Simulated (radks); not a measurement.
# K in [Ar] 3d1: an all-electron calculation

The task here is to estimate one member of a computed series from the others.

Program: radks (a radial shooting solver on a logarithmic mesh, Libxc functionals) version 1. Level of theory: scalar-relativistic Kohn-Sham, r2SCAN, spin-polarised, spherical densities, finite nucleus; open shells are filled with parallel spins first. These are calculated values, not measurements, unless marked.

**What is computed**

| Item | Value |
| --- | --- |
| element | potassium (Z = 19) |
| charge | 0 |
| electrons | 19 |
| configuration | [Ar] 3d1 |
| nuclear rms radius | 3.4349 fm |

Outer shells as boxes (Hund's rule):

K
```
[Ar] core
3d [↑ ][  ][  ][  ][  ]
```

The first run:

Input:

```text
Z 19
configuration [Ar] 3d1
relativity scalar-relativistic
functional r2scan,r2scan
spin polarised
nucleus finite rms 3.4349 fm
c 137.035999084
```

Steps of the session up to this table: Self-consistent calculation.

One table of the session follows, with a row left open; its other results are not shown here.

It belongs to the step «Orbitals and density». Radial moments (bohr):

```
  level      <r>  outermost maximum (interpolated)  90 % within  nodes
1s down  0.08106                            0.0530        0.145      0
  1s up  0.08106                            0.0530        0.145      0
  2s up   0.3863                             0.318        0.602      1
2s down   0.3863                             0.318        0.602      1
  2p up   0.3500                             0.263        0.578      0
2p down   0.3500                             0.263        0.578      0
  3s up    1.272                              1.08         1.92      2
3s down    1.272                              1.08         1.92      2
  3p up    1.432                              1.16         2.23      1
3p down        ?                                 ?            ?      ?
  3d up    8.767                              7.90         14.6      0
```

**Question.** Estimate the row for 3p down.

**Answer.** <r>: 1.428; outermost maximum (interpolated): 1.16; 90 % within: 2.22; nodes: 1. In the column «<r>» it lies between 3s down (1.272) and 3p up (1.432).
